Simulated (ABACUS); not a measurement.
**NaTb2Sc2FeO9 in ABACUS: the effect of functional**

The system is NaTb2Sc2FeO9.

```
Tb Fe Sc Na O
1.0
     3.86027    0.00000    0.00000
     0.00000    3.86027    0.00000
     0.00000    0.00000   12.40604
Tb Fe Sc Na O
2 1 2 1 9
Direct
  0.00000 0.00000 0.82102
  0.00000 0.00000 0.17898
  0.50000 0.50000 0.00000
  0.50000 0.50000 0.33749
  0.50000 0.50000 0.66251
  0.00000 0.00000 0.50000
  0.00000 0.50000 0.00000
  0.50000 0.00000 0.00000
  0.50000 0.50000 0.85767
  0.50000 0.50000 0.14233
  0.00000 0.50000 0.28790
  0.00000 0.50000 0.71210
  0.50000 0.00000 0.28790
  0.50000 0.00000 0.71210
  0.50000 0.50000 0.50000
```

The cell was built by a generator and needn't be a form met in nature.

Alike in all runs:

```yaml
Program: ABACUS 3.10.1
Task: single point
Potentials_or_basis: PseudoDojo NC SR 0.4.1 PBE standard, lanthanides 3+ (f in core)
Cutoff: 1361 eV
Density_cutoff: 5442 eV
Basis: DZP LCAO (the cutoffs set its grid)
k_mesh: 7 × 7 × 3
Occupations: fermi-dirac, width 0.05 eV
Spin: collinear spin, ferromagnetic start
Starting_moments: "[0.0, 0.0, 3.0, 0.0, 0.0, 0.0, 0.0, 0.0, 0.0, 0.0, 0.0, 0.0, 0.0, 0.0, 0.0] μB"
```

Q: One run gave: moment 3.59 μB; largest force 0.20 eV/Å. Which functional did it use?
A. RPBE
B. LDA
C. PBEsol
D. PBE
E. AM05

A: B.

```csv
functional,moment (μB),largest force (eV/Å)
PBE,3.68,0.18
LDA,3.59,0.20
PBEsol,3.67,0.12
AM05,3.66,0.14
RPBE,3.68,0.24
```

Caveats: the atomic orbitals were generated for these runs and aren't a published set; the magnetic or orbital state may not be the lowest; a cell with one magnetic atom can't hold antiferromagnetic order, which such compounds often take.

Not every run made on this cell is shown here.
